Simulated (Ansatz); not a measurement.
# B2PLYP/def2-TZVPPD run of AlH (SMILES [AlH])

What is the electronic atomisation energy of AlH at B2PLYP/def2-TZVPPD? 

Program for the calculation: Ansatz 0.2.0.

33 further runs of the same task are left out: 33 set aside as unsound or not needed.

## Step 1: The structure to begin with

AlH: 2 atoms, total charge 0, spin state singlet. As SMILES, `[AlH]`. The coordinates come from a PBE0-D4/def2-TZVP relaxation.

Bond lengths: Al1–H2 1.665 Å.

## Step 2: The energy at B2PLYP/def2-TZVPPD

in.yaml reads:

```yaml
crystal:
  periodic: [false, false, false]
  atoms:
    - {symbol: Al, position_ang: [-0.000000, 0.000000, -0.025640]}
    - {symbol: H, position_ang: [0.000000, -0.000000, 1.639110]}
basis:
  gaussian:
    orbitals: def2-TZVPPD.json
accuracy: high
magnetization:
  spin_polarized: false
output: {orbitals: {seedname: orbitals}}
hamiltonian:
  xc: {name: B2PLYP}
correlation:
  frozen_orbitals: {Al: 5, H: 0}
```

The basis set def2-TZVPPD is read from a file made from the Basis Set Exchange's data (not shown).

Started as:

```console
ansatz run in.yaml --threads 1 --pin off --max-ram 3480MiB --events-out events.jsonl --progress --plain --runs-dir runs
```

The program printed:

```text
Warning: RAYON_NUM_THREADS=1 ignored (pool sized by the plan → 1); use --threads N
Functional definition: B2PLYP
  name "B2PLYP"
  parameter a = 0.53
  parameter c = 0.27
  exchange = (1 - a)*b88_x + a*exact_x
  correlation = (1 - c)*lyp_c + c*(mp2_os + mp2_ss)
816 factors; integrals over basis functions are off by at most 3.6e-9 eV
mean field evaluation 1: about -6607.6677 eV, gradient 8.3e0 eV
mean field evaluation 2: about -6607.6676 eV, gradient 8.3e0 eV
mean field evaluation 4: about -6608.0223 eV, gradient 3.6e-1 eV
mean field evaluation 8: about -6608.0230 eV, gradient 2.6e-3 eV
mean field evaluation 16: about -6608.0230 eV, gradient 2.4e-8 eV
mean field -6608.02295157 eV, -242.8403643912 hartree, gradient 2.3e-8 eV, S^2 0.000000; 0 other end points of the search recorded, 0 dependent functions left out
5 core orbitals not correlated: weight in the atoms' cores, before any rotation towards them, 1.000 or more for the frozen orbitals, at most 0.000 for the correlated occupied ones
reference -6608.02296814 eV, -242.8403650004 hartree; 2, 2 occupied and 58, 58 virtual orbitals, 816 factors
second order -2.16560890 eV of doubles, -0.00000000 eV of singles
Total energy: -6608.60768254 eV, -242.8618528583 hartree
```

It took 1.6 s on 1 thread of Arm Neoverse V2, shared host; peak memory 0.11 GiB.

## Step 3: The Al atom at the same level

in.yaml reads:

```yaml
crystal:
  periodic: [false, false, false]
  atoms:
    - {symbol: Al, position_ang: [0.000000, 0.000000, 0.000000]}
basis:
  gaussian:
    orbitals: def2-TZVPPD.json
correlation:
  frozen_orbitals: {Al: 5}
accuracy: high
hamiltonian:
  xc: {name: B2PLYP}
magnetization:
  spin_polarized: true
  initial_magnetization: 1
```

The basis set def2-TZVPPD is read from a file made from the Basis Set Exchange's data (not shown).

Run the same way, it converges to -242.24833 Eh (log not shown).

## Step 4: The H atom at the same level

input.yaml reads:

```yaml
crystal:
  periodic: [false, false, false]
  atoms:
    - {symbol: H, position_ang: [0.000000, 0.000000, 0.000000]}
basis:
  gaussian:
    orbitals: def2-TZVPPD.json
magnetization:
  spin_polarized: true
  initial_magnetization: 1
hamiltonian:
  xc: {name: B2PLYP}
correlation:
  frozen_orbitals: {H: 0}
accuracy: high
```

The basis set def2-TZVPPD is read from a file made from the Basis Set Exchange's data (not shown).

Run the same way, it converges to -0.49861 Eh (log not shown).

## Step 5: Summary of results

At B2PLYP/def2-TZVPPD, 5 core orbitals frozen:

| quantity | value |
| --- | --- |
| molecule: total energy | -242.86185 Eh |
| molecule: HOMO energy (SCF part's orbitals) | -6.59 eV |
| molecule: LUMO energy (SCF part's orbitals) | -0.76 eV |
| molecule: HOMO–LUMO gap (SCF part's orbitals) | 5.83 eV |
| Al atom: total energy | -242.24833 Eh |
| Al atom: ⟨S²⟩ | 0.759 |
| H atom: total energy | -0.49861 Eh |
| H atom: ⟨S²⟩ | 0.750 |
| electronic atomisation energy | 3.127 eV |

What this shows: Taking the molecule apart into free atoms costs 3.13 eV (302 kJ/mol), before zero-point energy and without spin-orbit coupling.
